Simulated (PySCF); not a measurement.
# C5H3F3OS: excited states

What do calculations give for the excited states of C5H3F3OS (`FC(=C=S)/C=C\OC(F)F`)?

Computed with PySCF 2.14.0 and routines of our own; the level stands in each step. Atoms count from 0.

### 1 The system as given

13 atoms, charge 0, multiplicity 1; geometry from: GFN2-xTB.

### 2 Excited states: TDA CAM-B3LYP/def2-SVP

Job settings and geometry (Å):

```
{"job": {"kind": "states", "xc": "CAM-B3LYP", "basis": "def2-SVP", "tda": true, "soc": true, "nstates": 6, "ntriplets": 6, "nquad": 4}, "charge": 0, "multiplicity": 1}
F     -3.186010     1.031253    -0.728148
C     -2.027227     0.399121    -0.391363
C     -2.073853    -0.875766    -0.052319
S     -2.138250    -2.372175     0.344964
C     -0.846227     1.220334    -0.448068
C      0.389088     0.811018    -0.162112
O      0.627336    -0.504189     0.230962
C      1.902595    -0.827065     0.486265
F      2.708875    -0.630915    -0.585317
F      2.441502    -0.065837     1.469506
H     -1.012693     2.241397    -0.749748
H      1.250610     1.457668    -0.216740
H      1.959865    -1.884358     0.784390
```

Level: TDA CAM-B3LYP/def2-SVP excited states, vertical, gas phase, spin-orbit mean-field couplings.

On the command line:

```
$ OMP_NUM_THREADS=1 python excited_run.py task.json out
```

One launch serves the whole session: the jobs run in the order shown.

Log:

```text
coarse grid: 13264 points
cycle   1  E = -964.1216879064  dE =  1.920e+00  |g| = 1.026e+00  |ddm| = 4.249e+00
cycle   2  E = -964.0512863358  dE =  7.040e-02  |g| = 1.250e+00  |ddm| = 1.767e+00
cycle   3  E = -964.3159798318  dE = -2.647e-01  |g| = 1.097e-01  |ddm| = 9.622e-01
cycle   4  E = -964.3177825092  dE = -1.803e-03  |g| = 7.134e-02  |ddm| = 1.689e-01
cycle   5  E = -964.3190690768  dE = -1.287e-03  |g| = 1.103e-02  |ddm| = 7.336e-02
cycle   6  E = -964.3191025813  dE = -3.350e-05  |g| = 4.475e-03  |ddm| = 1.756e-02
cycle   7  E = -964.3191084474  dE = -5.866e-06  |g| = 1.285e-03  |ddm| = 5.725e-03
final grid: 129928 points
cycle   8  E = -964.4487216609  dE = -3.437e-05  |g| = 5.528e-03  |ddm| = 2.338e-02
cycle   9  E = -964.4487193791  dE =  2.282e-06  |g| = 6.827e-03  |ddm| = 9.501e-03
cycle  10  E = -964.4487270901  dE = -7.711e-06  |g| = 5.068e-04  |ddm| = 5.232e-03
cycle  11  E = -964.4487271360  dE = -4.587e-08  |g| = 3.772e-04  |ddm| = 8.198e-04
cycle  12  E = -964.4487271743  dE = -3.830e-08  |g| = 6.176e-05  |ddm| = 4.186e-04
cycle  13  E = -964.4487271761  dE = -1.816e-09  |g| = 3.518e-05  |ddm| = 1.107e-04
cycle  14  E = -964.4487271767  dE = -6.098e-10  |g| = 1.213e-05  |ddm| = 7.004e-05
converged SCF energy = -964.4487271767

Singlet excitations
state   eV       nm        f     d(h-e)  d(exc)  Lambda  PR(NTO)  |dmu|/D   mu/D   main configurations
  1   1.5854   782.0   0.00007   0.586   2.652   0.526   1.003    1.543    2.100   H->L 0.98
  2   4.7472   261.2   0.00000   1.269   2.918   0.405   1.011    3.460    4.089   H-1->L 0.79, H-3->L 0.18
  3   5.0553   245.3   0.32029   1.154   3.093   0.803   1.328    2.541    2.275   H->L+1 0.84, H-2->L 0.11
  4   5.8632   211.5   0.00016   1.298   2.839   0.527   1.018    2.919    3.300   H-3->L 0.79, H-1->L 0.18
  5   6.4101   193.4   0.48582   0.225   2.488   0.805   2.250                     H-2->L 0.52, H-1->L+1 0.21, H->L+1 0.12
  6   7.1741   172.8   0.00044   1.447   3.005   0.450   1.085                     H-2->L+1 0.93

Triplet excitations (Tamm-Dancoff)
state   eV     d(h-e)  d(exc)  Lambda  PR(NTO)   main configurations
  1   1.1625   0.540   2.623   0.524   1.004   H->L 0.97
  2   2.7604   0.377   2.763   0.801   1.068   H->L+1 0.93
  3   3.5440   0.280   2.113   0.819   1.009   H-2->L 0.94
  4   4.3981   0.809   2.649   0.441   1.023   H-1->L 0.61, H-3->L 0.36
  5   4.8729   0.098   2.316   0.791   1.703   H-1->L+1 0.65, H->L+4 0.27
  6   5.5829   1.744   3.069   0.490   1.028   H-3->L 0.60, H-1->L 0.36
S1 - T1 = 0.4228 eV

Spin-orbit couplings |<S|Hso|T>| (cm-1)
             T1       T2       T3       T4       T5       T6
S0      114.091    0.311    0.046   97.446    1.091   51.727
S1        0.261   44.370   93.899    0.317   26.313    0.267
S2        0.296    9.018   83.266    0.193   19.507    0.279
S3       68.316    0.052    0.619   41.411    0.082   21.450
S4        0.559    3.047   49.879    0.052   19.111    0.262
S5       70.094    0.149    4.823  100.948    0.288   26.153
S6        1.502   66.108   45.678    0.338   56.778    1.367
T1 sublevels (cm-1): 0.000 0.003 1.764   radiative rates (1/s): 6.43e-05 1.16 113
```

Run time: 64 s. Hardware: 1 thread of Arm Neoverse N1, shared host; peak memory 0.81 GiB.

Key values:

```tsv
quantity	value
S1 less T1	0.42 eV
```

The fields below are evaluated on a grid from the run's orbitals.

Frontier orbitals at CAM-B3LYP/def2-SVP, with the share of their density that lies nearest to each atom:

```tsv
orbital	energy (eV)	lies on
HOMO	-7.13	S3 36 %; C1 20 %; C2, C5 about 13 % each
LUMO	-1.51	C2 43 %; S3 40 %; C1 6 %
```

ELF in a plane through or near 11 of the atoms.

Ten even steps from '0' (0.00) to '9' (1.00):
```
0000000000000000000000000000
0000000000000000000000000000
0000000000000000000000000000
0000000000000000000000000000
0000000000011000377300000000
0000000001899401899930000000
0000000001999812999800000000
0000000000599646377104310000
0000000000034838237248840000
0000000133568734582287861000
0000000204854720135268851000
0000000885578830378722420000
0000018999216304626420000000
0000018999100026888862000000
0000001785000367143753000000
0000000000000377263751000000
0000000000000257888630000000
0000000000000013454310000000
0000000000000000000000000000
0000000000000000000000000000
```
The map spans 12.0 Å across and 11.0 Å up, centred on the molecule. Atoms in the plane (x, y in Å): F0 (3.4, 0.3), C1 (2.1, -0.1), C2 (1.8, -1.4), S3 (1.4, -2.9), C4 (1.2, 1.0), C5 (-0.2, 0.9), O6 (-0.8, -0.4), C7 (-2.1, -0.4), H10 (1.6, 2.0), H11 (-0.8, 1.8), H12 (-2.5, -1.4).

On the surface of density 0.002 e/bohr³ the electrostatic potential runs, from the 1st to the 99th percentile, from -0.70 V near F0 to 1.43 V near H12.

### 3 Outcome

| quantity | value |
| --- | --- |
| S1 less T1 (step 2, TDA CAM-B3LYP/def2-SVP) | 0.42 eV |
| surface potential, 1st and 99th percentile | -0.70 V and 1.43 V |

In words: In step 2, the number of triplets below S1 is 1, and the largest singlet-triplet spin-orbit coupling is S0–T1, 114.09 cm⁻¹. By nearest atom (CAM-B3LYP/def2-SVP), the HOMO sits on S3 36 %; C1 20 % and the LUMO on C2 43 %; S3 40 %.
